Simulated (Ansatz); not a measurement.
# CH₁₀GeN₂Si: up Jacob's ladder to CCSD(T)

Aim: compute CH₁₀GeN₂Si with functionals from several rungs and with coupled cluster, and see how far each lands from CCSD(T) at the basis-set limit for the atomisation energy.

The runs use Ansatz 0.2.0, Gaussian basis; functionals in def2-TZVPP, the program's frozen cores in correlated methods.

Levels to be run: PBE-D4, r2SCAN-D4, PBE0-D4, B3LYP-D4, ωB97X-V, ωB97M-V, B2PLYP; CCSD(T)/def2-TZVPP; MP2/def2-QZVPP; extrapolation to the limit.

### 1 Structure used throughout

An earlier PBE0-D4 in a triple-zeta def2 set relaxation fixed the geometry.

SMILES `N[SiH2][CH2][GeH2][NH2]`, 15 atoms, charge 0, spin multiplicity 1.

Atoms are counted from 1 here; the program's logs count them from 0.

Bond lengths: N1–Si2 1.734 Å, N1–H6 1.010 Å, N1–H7 1.009 Å, Si2–C3 1.861 Å, Si2–H8 1.488 Å, Si2–H9 1.496 Å, C3–Ge4 1.954 Å, C3–H10 1.094 Å, C3–H11 1.095 Å, Ge4–N5 1.843 Å, Ge4–H12 1.551 Å, Ge4–H13 1.542 Å, N5–H14 1.014 Å, N5–H15 1.011 Å. Angles: Si2–N1–H6 117.7°, Si2–N1–H7 117.5°, H6–N1–H7 109.6°, N1–Si2–C3 109.0°, N1–Si2–H8 106.0°, N1–Si2–H9 114.1°, C3–Si2–H8 111.2°, C3–Si2–H9 109.2°, H8–Si2–H9 107.3°, Si2–C3–Ge4 113.9°, Si2–C3–H10 110.1°, Si2–C3–H11 108.8°, Ge4–C3–H10 107.7°, Ge4–C3–H11 109.0°, H10–C3–H11 107.1°, C3–Ge4–N5 106.5°, C3–Ge4–H12 108.9°, C3–Ge4–H13 111.8° and more.

### 2 PBE-D4 (GGA)

File in.yaml:

```yaml
crystal:
  periodic: [false, false, false]
  atoms:
    - {symbol: N, position_ang: [1.429883, 1.173792, -0.590391]}
    - {symbol: Si, position_ang: [0.035614, 0.708016, -1.509469]}
    - {symbol: C, position_ang: [-1.293263, 0.126444, -0.344095]}
    - {symbol: Ge, position_ang: [-0.709989, -1.273110, 0.888776]}
    - {symbol: N, position_ang: [0.569902, -0.513954, 1.975305]}
    - {symbol: H, position_ang: [1.316545, 1.903382, 0.098808]}
    - {symbol: H, position_ang: [2.294056, 1.313836, -1.092160]}
    - {symbol: H, position_ang: [0.483591, -0.392402, -2.405559]}
    - {symbol: H, position_ang: [-0.514029, 1.794081, -2.378600]}
    - {symbol: H, position_ang: [-1.660145, 0.965380, 0.255358]}
    - {symbol: H, position_ang: [-2.139285, -0.244880, -0.931179]}
    - {symbol: H, position_ang: [-0.213688, -2.491192, 0.066970]}
    - {symbol: H, position_ang: [-1.855135, -1.739813, 1.809497]}
    - {symbol: H, position_ang: [1.371532, -0.215020, 1.431441]}
    - {symbol: H, position_ang: [0.884422, -1.114560, 2.725298]}
basis:
  gaussian: {orbitals: def2-TZVPP}
hamiltonian: {xc: pbe, dispersion: d4}
output: {forces: true, orbitals: {seedname: orbitals}}
```

Started as:

```console
$ ansatz run in.yaml --threads 2 --pin off --events-out ev --progress --plain --max-ram 32768MiB --backend cuda --devices 0, --max-vram 18GiB
```

The runs that follow: r2SCAN-D4 (meta-GGA); PBE0-D4 (hybrid); B3LYP-D4 (hybrid); ωB97X-V (range-separated); ωB97M-V (range-separated); B2PLYP (double hybrid); CCSD(T) in def2-TZVPP; MP2 in def2-QZVPP.

Q: Predict the results of all the runs planned. Wanted: atomisation energy, CCSD(T)/CBS; farthest; mean size of error, hybrid; mean size of error, range-separated; gap, smallest and largest; T1 diagnostic; triples share of the correlation energy.

The runs gave:

| quantity | value |
| --- | --- |
| atomisation energy, CCSD(T)/CBS | 51.778 eV |
| functionals within 0.518 eV (1.0 %) | PBE-D4, r2SCAN-D4, PBE0-D4, B3LYP-D4, ωB97X-V, ωB97M-V |
| farthest | B2PLYP (-0.789 eV) |
| mean size of error, hybrid | 0.293 eV |
| mean size of error, range-separated | 0.124 eV |
| gap, smallest and largest | 5.28 eV (PBE-D4), 11.86 eV (ωB97X-V) |
| T1 diagnostic | 0.0105 |
| triples share of the correlation energy | 3.6 % |

**Reading.** PBE-D4 is off by +0.152 eV. Double hybrids carry the basis error of their MP2 part in triple zeta, and no dispersion term here, so their miss is partly the set-up's. The reference freezes the cores and leaves out relativity and excitations past (T), and its outer-core shells are covered unevenly, so misses under about 0.518 eV can't be ranked. Hartree-Fock recovers 71 % of the binding; the rest is correlation. Orbital gaps span 5.3 to 11.9 eV; exact exchange widens them. Correlated methods include outer-core shells of Ge, which these sets cover unevenly.
